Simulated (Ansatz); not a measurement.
# Ti3Al5Ni2: the cost of one run

Method: DFT PBE, scalar-relativistic, plane waves, PAW, in Ansatz 0.2.0.

## (1) Starting point

The structure is tetragonal, space group P4/mmm (No. 123). Conventional cell: a = 3.044 Å, b = 3.044 Å, c = 15.219 Å, α = 90.00°, β = 90.00°, γ = 90.00°. Ti (site symmetry 4mm) is surrounded by 8 Al at 2.64 Å. Around Ti (site symmetry 4/mmm) lie 8 Al at 2.64 Å. Around Al (site symmetry 4/mmm) lie 8 Ni at 2.64 Å. Around Al (site symmetry 4mm) lie 4 Ni at 2.64 Å and 4 Ti at 2.64 Å. Al (site symmetry 4mm) is surrounded by 8 Ti at 2.64 Å. Ni (site symmetry 4mm) has 8 Al at 2.64 Å as nearest neighbours.

Coordinates:

```cif
data_structure
_symmetry_space_group_name_H-M 'P4/mmm'
_symmetry_Int_Tables_number 123
_cell_length_a 3.0438
_cell_length_b 3.0438
_cell_length_c 15.2188
_cell_angle_alpha 90.000
_cell_angle_beta 90.000
_cell_angle_gamma 90.000
_cell_volume 140.99
loop_
_atom_site_label
_atom_site_type_symbol
_atom_site_symmetry_multiplicity
_atom_site_Wyckoff_symbol
_atom_site_fract_x
_atom_site_fract_y
_atom_site_fract_z
_atom_site_occupancy
Ti1 Ti 2 h 0.50000 0.50000 0.70000 1
Ti2 Ti 1 d 0.50000 0.50000 0.50000 1
Al1 Al 1 a 0.00000 0.00000 0.00000 1
Al2 Al 2 g 0.00000 0.00000 0.80000 1
Al3 Al 2 g 0.00000 0.00000 0.60000 1
Ni1 Ni 2 h 0.50000 0.50000 0.90000 1
```

The start is an ordering of an alloy on its end members' structure types: elements ordered on the sites of the TiAl type, Ti/Ni on Ti (P4/mmm, No. 123).

## (2) The guess as it stands, on a coarse mesh

input.yaml reads:

```yaml
crystal:
  lattice:
    - [3.04375984, 0.0, 0.0]
    - [0.0, 3.04375984, 0.0]
    - [0.0, 0.0, 15.21879918]
  atoms:
    - { symbol: Ti, position: [0.5, 0.5, 0.7] }
    - { symbol: Ti, position: [0.5, 0.5, 0.5] }
    - { symbol: Ti, position: [0.5, 0.5, 0.3] }
    - { symbol: Al, position: [0.0, 0.0, 0.0] }
    - { symbol: Al, position: [0.0, 0.0, 0.8] }
    - { symbol: Al, position: [0.0, 0.0, 0.6] }
    - { symbol: Al, position: [0.0, 0.0, 0.4] }
    - { symbol: Al, position: [0.0, 0.0, 0.2] }
    - { symbol: Ni, position: [0.5, 0.5, 0.9], spin: 2.0 }
    - { symbol: Ni, position: [0.5, 0.5, 0.1], spin: 2.0 }
basis:
  ecutwfc: 420
kpoints:
  mp_grid: { grid: [6, 6, 1] }
hamiltonian:
  xc: pbe
scf:
  occupations: { method: gaussian, width: 0.1 }
  lower_state_search: "off"
output:
  forces: true
  stress: true
  eigenvalues: true
  populations: true
magnetization:
  spin_polarized: true
```

On the command line:

```console
ansatz run input.yaml --threads 1 --pin off --max-ram 2560MiB --backend cpu --events-out ev --progress --plain --runs-dir out
```

Q: Estimate wall time and peak memory on 1 thread of Arm Neoverse V2, shared host.

About 22 s, with a peak of 0.5 GiB.
